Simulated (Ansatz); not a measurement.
# Sc3MnS2: the cost of one run

Program: Ansatz 0.2.0. Level of theory: DFT PBE, scalar-relativistic, plane waves, PAW. These are calculated values, not measurements.

1 further run of the same task is left out (it didn't finish).

**1. The structure to begin with**

Symmetry: P4/mmm, No. 123, tetragonal system. Conventional cell: a = 3.236 Å, b = 3.236 Å, c = 7.544 Å, α = 90.00°, β = 90.00°, γ = 90.00°. Sc (site symmetry 4mm) has 1 Mn at 2.25 Å and 4 S at 2.56 Å as nearest neighbours. Sc (site symmetry 4/mmm) has 2 S at 2.67 Å and 8 Sc at 2.75 Å as nearest neighbours. Around Mn (site symmetry 4/mmm) lie 2 Sc at 2.25 Å and 8 S at 2.54 Å. Around S (site symmetry 4mm) lie 1 S at 2.20 Å and 4 Mn at 2.54 Å and 5 Sc at 2.56 to 2.67 Å.

Structure file:

```xyz
6
Lattice="3.2364 0.0000 0.0000 0.0000 3.2364 0.0000 0.0000 0.0000 7.5439" Properties=species:S:1:pos:R:3 pbc="T T T"
Sc    0.0000    0.0000    6.0244
Sc    0.0000    0.0000    1.5196
Sc    1.6182    1.6182    0.0000
Mn    0.0000    0.0000    3.7720
S     1.6182    1.6182    4.8720
S     1.6182    1.6182    2.6720
```

The cell is invented: Mn between sheets of the Hf3Te2 type, stage 1 (P4/mmm, No. 123). Lengths come from tabulated atomic sizes and are only a guess.

**2. The guess as it stands, on a coarse mesh**

input.yaml reads:

```yaml
crystal:
  lattice:
    - [3.23643546, 0.0, 0.0]
    - [0.0, 3.23643546, 0.0]
    - [0.0, 0.0, 7.54392199]
  atoms:
    - { symbol: Sc, position: [0.0, 0.0, 0.79857115] }
    - { symbol: Sc, position: [0.0, 0.0, 0.20142885] }
    - { symbol: Sc, position: [0.5, 0.5, 0.0] }
    - { symbol: Mn, position: [0.0, 0.0, 0.5], spin: 4.0 }
    - { symbol: S, position: [0.5, 0.5, 0.64581275] }
    - { symbol: S, position: [0.5, 0.5, 0.35418725] }
basis:
  ecutwfc: 420
kpoints:
  mp_grid: { grid: [6, 6, 2] }
hamiltonian:
  xc: pbe
scf:
  occupations: { method: gaussian, width: 0.1 }
  lower_state_search: "off"
output:
  forces: true
  stress: true
  eigenvalues: true
  populations: true
magnetization:
  spin_polarized: true
```

On the command line:

```
ansatz run input.yaml --threads 1 --pin off --max-ram 2560MiB --backend cpu --events-out ev --progress --plain --runs-dir out
```

**Question.** How long does this run take on 1 thread of Arm Neoverse V1, shared host, and how much memory does it need?

About 19 s, with a peak of 0.41 GiB.
